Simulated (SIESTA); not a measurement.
Input of a SIESTA 5.4.2 run:

Contents of LaTi2O6.fdf:

```
SystemName                      LaTi2O6
SystemLabel                     LaTi2O6
NumberOfSpecies                 3
NumberOfAtoms                   9
%block ChemicalSpeciesLabel
  1  57 La
  2  22 Ti
  3   8 O
%endblock ChemicalSpeciesLabel

LatticeConstant                 1.0 Ang
%block LatticeVectors
     3.8396340000     0.0000000000     0.0000000000
     0.0000000000     3.8396340000     0.0000000000
     0.0000000000     0.0000000000     8.0539780000
%endblock LatticeVectors
AtomicCoordinatesFormat         Fractional
%block AtomicCoordinatesAndAtomicSpecies
     0.0119880000    -0.0054870000     0.5053480000  1  La
     0.5051260000     0.5005370000     0.2264680000  2  Ti
     0.5046330000     0.5108400000     0.7757270000  2  Ti
     0.5054280000     0.5106820000     0.0048390000  3  O
     0.5045110000     0.4903840000     0.4997200000  3  O
     0.0141080000     0.4858910000     0.2747710000  3  O
     0.4986210000    -0.0101180000     0.2823440000  3  O
    -0.0024020000     0.5099650000     0.7241390000  3  O
     0.4950700000    -0.0005020000     0.7219180000  3  O
%endblock AtomicCoordinatesAndAtomicSpecies

%block kgrid.MonkhorstPack
    7   0   0  0.0
    0   7   0  0.0
    0   0   4  0.0
%endblock kgrid.MonkhorstPack
XC.Functional                   GGA
XC.Authors                      PBEsol
PAO.BasisSize                   DZP
PAO.EnergyShift                 0.003 Ry
Mesh.Cutoff                     800 Ry
OccupationFunction              FD
ElectronicTemperature           0.05 eV
MaxSCFIterations                120
SCF.MustConverge                false
SCF.Mixer.Method                Pulay
SCF.Mixer.Weight                0.25
SCF.Mixer.History               8
SCF.DM.Tolerance                5.0e-05
SCF.H.Tolerance                 1.0e-03 eV
WriteForces                     true
Charge.Mulliken                 end
%block PAO.Basis
  La 5
  n=5 0 2
    4.181 0.000
  n=6 0 2
    9.500 0.000
  n=5 1 2
    4.927 0.000
  n=6 1 1
    9.500
  n=5 2 2
    8.463 0.000
  Ti 5
  n=3 0 2
    3.151 0.000
  n=4 0 2
    8.703 0.000
  n=3 1 2
    3.568 0.000
  n=4 1 1
    8.703
  n=3 2 2
    6.267 0.000
%endblock PAO.Basis
```

Potentials or basis: PseudoDojo 0.4 standard (PBEsol files), DZP (energy shift 0.003 Ry; two zetas on semicore shells).

Run with:

```bash
$ siesta LaTi2O6.fdf > LaTi2O6.out 2>&1
```

(1) What does it give for the largest force?

(2) What does it give for the band gap on the k mesh?

Results:

(1) 1.023 eV/Å.

(2) none (metal or under the smearing width).

Caveat: the basis of atomic orbitals isn't converged, which shifts pressures, moduli and gaps; an odd number of electrons without spin polarisation forces a metal; a magnetic or distorted state may lie lower; semilocal functionals often make such compounds metallic where correlation or magnetic order opens a gap, which also shifts bond lengths.
